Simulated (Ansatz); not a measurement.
This script for the Ansatz DFT code, driven from Python starts 3 runs on Fe, space group Im-3m. What input does the engine get in each?

`fe_edit.py`:
```python
import ansatz as az
from ase import Atoms

atoms = Atoms(
    ["Fe"],
    scaled_positions=[
        [0.0, 0.0, 0.0],
    ],
    cell=[
        [-1.443, 1.443, 1.443],
        [1.443, -1.443, 1.443],
        [1.443, 1.443, -1.443],
    ],
    pbc=True,
)
atoms.set_initial_magnetic_moments([3.5])
xtal = az.Crystal.from_ase(atoms)

model = (
    xtal.calculation()
    .functional("revpbe")
    .pseudopotentials("nc")
    .kpoints(11, center="monkhorst-pack")
    .occupations("cold")
    .spin("collinear")
    .band_table()
)
typed = model.input()
rows = []
for value in [0.1, 0.3, 0.6]:
    edited = typed.set(az.key.scf.mixing.beta, value)
    r = az.Session.from_dict(edited).plan().execute().report
    rows.append((value, r["free_energy_ev"], r["n_iterations"], len(r["eigenvalues_ev"][0]) if "eigenvalues_ev" in r else 0))
print("          beta            F eV      iterations    bands listed")
for row in rows:
    print(f"{str(row[0]):>14s}  {row[1]:14.5f}  {row[2]:14d}  {row[3]:14d}")
print(edited.to_yaml())
```

Run 1:
```yaml
crystal:
  lattice:
    - [-1.443, 1.443, 1.443]
    - [1.443, -1.443, 1.443]
    - [1.443, 1.443, -1.443]
  atoms:
    - { symbol: Fe, position: [0.0, 0.0, 0.0], spin: 3.5 }
kpoints:
  mp_grid:
    grid: [11, 11, 11]
    shift: [0.0, 0.0, 0.0]
hamiltonian:
  xc: revpbe
  pseudopotentials:
    kind: nc
magnetization:
  spin_polarized: true
scf:
  occupations:
    method: cold
  mixing:
    beta: 0.1
output:
  eigenvalues: true
```

Run 2, against run 1:
```diff
-    beta: 0.1
+    beta: 0.3
```

Run 3, against run 1:
```diff
-    beta: 0.1
+    beta: 0.6
```

```console
$ python fe_edit.py
DeckWarning: basis.ecutwfc = 1224.512381 eV, auto-derived from the records' recommended cutoffs: set by Fe (normal level)
          beta            F eV      iterations    bands listed
           0.1     -3539.66667              16              14
           0.3     -3539.66667              12              14
           0.6     -3539.66667               9              14
crystal:
  lattice:
    - [-1.443, 1.443, 1.443]
    - [1.443, -1.443, 1.443]
    - [1.443, 1.443, -1.443]
  atoms:
    - { symbol: Fe, position: [0.0, 0.0, 0.0], spin: 3.5 }
kpoints:
  mp_grid:
    grid: [11, 11, 11]
    shift: [0.0, 0.0, 0.0]
hamiltonian:
  xc: revpbe
  pseudopotentials:
    kind: nc
magnetization:
  spin_polarized: true
scf:
  occupations:
    method: cold
  mixing:
    beta: 0.6
output:
  eigenvalues: true
```
(Warnings from the package without file and line, repeats left out.)

Reading the output:
- These settings explore the input space; cutoff and mesh may be short of convergence.
- The magnetic order follows from the starting moments and needn't be the lowest.
- Such functionals run on norm-conserving files made under PBE, which can move pressures by some GPa.
- For a metal this k-point mesh is coarse: on a finer one energies can move by several to tens of meV an atom and pressures by half a GPa or more, differences at one mesh by less.
- Of the deposited cell: the entry's cell lengths or inner coordinates differ somewhat from later room-temperature determinations.
- The whole script took 16 s on 1 thread of Arm Neoverse V1, with other jobs on the host, peak memory 0.34 GiB.
